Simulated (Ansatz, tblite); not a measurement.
# The cluster Ga2PF3: spin states and exact exchange

Aim: set other spin states of the cluster Ga2PF3 against its singlet, on many levels of theory.

Program: Ansatz 0.2.0, Gaussian basis. Level of theory: as each input shows. These are calculated values, not measurements.

Levels to be run: triplet, at the geometry of the singlet (GFN1-xTB, GFN2-xTB, PBE0-D4/def2-TZVP, PBE-D4/def2-TZVP, r2SCAN-D4/def2-TZVP); the singlet's energies come from earlier runs.

3 further runs of the same task are left out: 3 set aside as unsound or not needed.

### 1 The geometry

The geometry is that of the singlet, from an earlier relaxation (PBE-D4/def2-SVP). At that level it is the lowest of the isomers that a small search found.

6 atoms, charge 0, spin multiplicity 1.

Bond lengths: Ga1–P3 2.234 Å, Ga1–F4 1.752 Å, Ga1–F6 1.985 Å, Ga2–P3 2.234 Å, Ga2–F5 1.752 Å, Ga2–F6 1.985 Å. Angles: P3–Ga1–F4 155.4°, P3–Ga1–F6 98.8°, F4–Ga1–F6 105.8°, P3–Ga2–F5 155.5°, P3–Ga2–F6 98.8°, F5–Ga2–F6 105.8°, Ga1–P3–Ga2 75.4°, Ga1–F6–Ga2 87.0°.

### 2 Triplet at the fixed geometry, GFN1-xTB

Tight binding, by tblite at 300 K electronic temperature and without a spin-polarisation term:

```python
tblite.interface.Calculator('GFN1-xTB', numbers, positions, charge=0, uhf=2).singlepoint()
```

Energy -564.0173 eV; 0.005 s.

### 3 Triplet at the fixed geometry, GFN2-xTB

Tight binding, by tblite at 300 K electronic temperature and without a spin-polarisation term:

```python
tblite.interface.Calculator('GFN2-xTB', numbers, positions, charge=0, uhf=2).singlepoint()
```

Energy -523.8914 eV; 0.006 s.

### 4 Triplet at the fixed geometry, PBE0-D4/def2-TZVP

in.yaml

```yaml
crystal:
  periodic: [false, false, false]
  atoms:
    - {symbol: Ga, position_ang: [-0.136346, -1.373056, -0.102991]}
    - {symbol: Ga, position_ang: [-0.205222, 1.318814, 0.366042]}
    - {symbol: P, position_ang: [-1.559943, -0.249098, 1.201743]}
    - {symbol: F, position_ang: [0.542667, -2.798329, -0.863765]}
    - {symbol: F, position_ang: [0.397007, 2.948626, 0.137374]}
    - {symbol: F, position_ang: [0.961838, 0.153043, -0.738404]}
basis:
  gaussian: {orbitals: def2-TZVP}
magnetization: {spin_polarized: true, initial_magnetization: 2}
hamiltonian: {xc: pbe0, dispersion: d4}
scf: {omitted_lower_state_checks: [starts]}
output: {orbitals: {seedname: orbitals}}
```

On the command line:

```console
ansatz run in.yaml --threads 4 --pin off --events-out ev --progress --plain --max-ram 4787MiB
```

Output:

```text
Functional definition: PBE0
  name "PBE0"
  cite "Adamo & Barone, J. Chem. Phys. 110, 6158 (1999) doi:10.1063/1.478522"
  cite "Perdew, Burke & Ernzerhof, Phys. Rev. Lett. 77, 3865 (1996) doi:10.1103/PhysRevLett.77.3865"
  parent pbe
  parameter a = 0.25
  parameter kappa = 0.804
  parameter beta = 0.06672455060314922
  exchange = (1 - a)*pbe_x(kappa = kappa, mu = beta*pi^2/3) + a*exact_x
  correlation = pbe_c(beta = beta)
these checks for a lower state are left out or cut short: starts
1576 factors; their error is unknown
mean field evaluation 1: about -122168.4515 eV, gradient 5.0e1 eV
mean field evaluation 2: about -122132.8659 eV, gradient 1.2e2 eV
mean field evaluation 4: about -122175.3495 eV, gradient 6.3e0 eV
mean field evaluation 8: about -122175.4608 eV, gradient 7.4e-2 eV
mean field evaluation 16: about -122175.8751 eV, gradient 1.1e-3 eV
mean field -122175.87512791 eV, -4489.8805971681 hartree, gradient 1.6e-5 eV, S^2 2.006400; 0 other end points of the search recorded, 0 dependent functions left out
reference -122175.87515793 eV, -4489.8805982715 hartree; 53, 51 occupied and 173, 175 virtual orbitals, 1576 factors
Total energy: -122176.05291395 eV, -4489.8871306846 hartree
Checks for a lower state left out: starts
```

It took 11 s on 4 threads of Arm Neoverse V1, shared host; peak memory 1.1 GiB.

From the report: HOMO -4.22 eV, LUMO -5.37 eV (over both spins; with the spin held, an empty level of the minority spin lies below the top filled one); ⟨S²⟩ 2.006 (pure: 2.00).

### 5 Triplet at the fixed geometry, PBE-D4/def2-TZVP

start.molden holds the orbitals of an earlier run on this state, given as this run's starting guess.

in.yaml: that of step 4 with these lines changed.

```diff
@@ -10,5 +10,5 @@
 basis:
-  gaussian: {orbitals: def2-TZVP}
+  gaussian: {orbitals: def2-TZVP, initial_orbitals: start.molden}
 magnetization: {spin_polarized: true, initial_magnetization: 2}
-hamiltonian: {xc: pbe0, dispersion: d4}
+hamiltonian: {xc: pbe, dispersion: d4}
 scf: {omitted_lower_state_checks: [starts]}
```

Same command.

Output:

```text
Functional definition: PBE
  name "PBE"
  cite "Perdew, Burke & Ernzerhof, Phys. Rev. Lett. 77, 3865 (1996) doi:10.1103/PhysRevLett.77.3865"
  parent pbe
  parameter kappa = 0.804
  parameter beta = 0.06672455060314922
  exchange = pbe_x(kappa = kappa, mu = beta*pi^2/3)
  correlation = pbe_c(beta = beta)
these checks for a lower state are left out or cut short: starts
1474 factors; their error is unknown
mean field evaluation 1: about -122173.2676 eV, gradient 1.1e1 eV
mean field evaluation 2: about -122173.5253 eV, gradient 3.1e-1 eV
mean field evaluation 4: about -122173.5038 eV, gradient 1.0e-1 eV
mean field evaluation 8: about -122173.5039 eV, gradient 1.1e-5 eV
mean field -122173.50386235 eV, -4489.7934547662 hartree, gradient 1.1e-5 eV, S^2 2.003874; 0 other end points of the search recorded, 0 dependent functions left out
reference -122173.50390266 eV, -4489.7934562474 hartree; 53, 51 occupied and 173, 175 virtual orbitals, 1474 factors
Total energy: -122173.71171048 eV, -4489.8010930440 hartree
Checks for a lower state left out: starts
```

Wall time 5.5 s (4 threads of Arm Neoverse V1, shared host).

HOMO -3.57 eV, LUMO -6.26 eV (over both spins; with the spin held, an empty level of the minority spin lies below the top filled one); ⟨S²⟩ 2.004 (pure: 2.00).

### 6 Triplet at the fixed geometry, r2SCAN-D4/def2-TZVP

in.yaml: that of step 5 with these lines changed.

```diff
@@ -12,3 +12,3 @@
 magnetization: {spin_polarized: true, initial_magnetization: 2}
-hamiltonian: {xc: pbe, dispersion: d4}
+hamiltonian: {xc: r2scan, dispersion: d4}
 scf: {omitted_lower_state_checks: [starts]}
```

Launched as before.

Output:

```text
Functional definition: r2SCAN
  name "r2SCAN"
  cite "Furness, Kaplan, Ning, Perdew & Sun, J. Phys. Chem. Lett. 11, 8208 (2020) doi:10.1021/acs.jpclett.0c02405"
  cite "Furness, Kaplan, Ning, Perdew & Sun, J. Phys. Chem. Lett. 11, 9248 (2020) doi:10.1021/acs.jpclett.0c03077"
  parent r2scan
  parameter k0 = 0.174
  parameter k1 = 0.065
  parameter a1 = 4.9479
  exchange = r2scan_x(k0 = k0, k1 = k1, a1 = a1)
  correlation = r2scan_c
these checks for a lower state are left out or cut short: starts
1474 factors; their error is unknown
mean field evaluation 1: about -122196.4889 eV, gradient 6.9e0 eV
mean field evaluation 2: about -122196.5678 eV, gradient 1.4e-1 eV
mean field evaluation 4: about -122196.5392 eV, gradient 1.3e-3 eV
mean field -122196.53924077 eV, -4490.6399893092 hartree, gradient 2.7e-5 eV, S^2 2.009986; 0 other end points of the search recorded, 0 dependent functions left out
reference -122196.53925576 eV, -4490.6399898598 hartree; 53, 51 occupied and 173, 175 virtual orbitals, 1474 factors
Total energy: -122196.58366801 eV, -4490.6416219799 hartree
Checks for a lower state left out: starts
```

Wall time 15 s (4 threads of Arm Neoverse V1, shared host).

HOMO -3.67 eV, LUMO -6.00 eV (over both spins; with the spin held, an empty level of the minority spin lies below the top filled one); ⟨S²⟩ 2.010 (pure: 2.00).

### 7 Triplet less singlet, vertical

The singlet's energies are those of its earlier runs, whose logs aren't repeated here.

```csv
level,"triplet less singlet, vertical (kcal/mol)",time
GFN1-xTB,+74.2,0.011 s
GFN2-xTB,+55.4,0.011 s
PBE-D4/def2-TZVP,+67.2,8.1 s
r2SCAN-D4/def2-TZVP,+69.4,21 s
PBE0-D4/def2-TZVP,+70.4,16 s
```

Times add the two runs; a level without a time comes out of a correlated run. Tight binding without a spin term can't rank spin states.

### 8 Summary of results

```
                                                quantity                                       value
triplet less singlet, vertical, functionals in def2-TZVP  +67.2 (PBE-D4) to +70.4 kcal/mol (PBE0-D4)
```

In words: All functionals put the triplet above the singlet, over a spread of 3.2 kcal/mol. The checks for a lower triplet were left out, so another state of that spin may lie lower. These are electronic energies, without zero-point motion, entropy or surroundings.
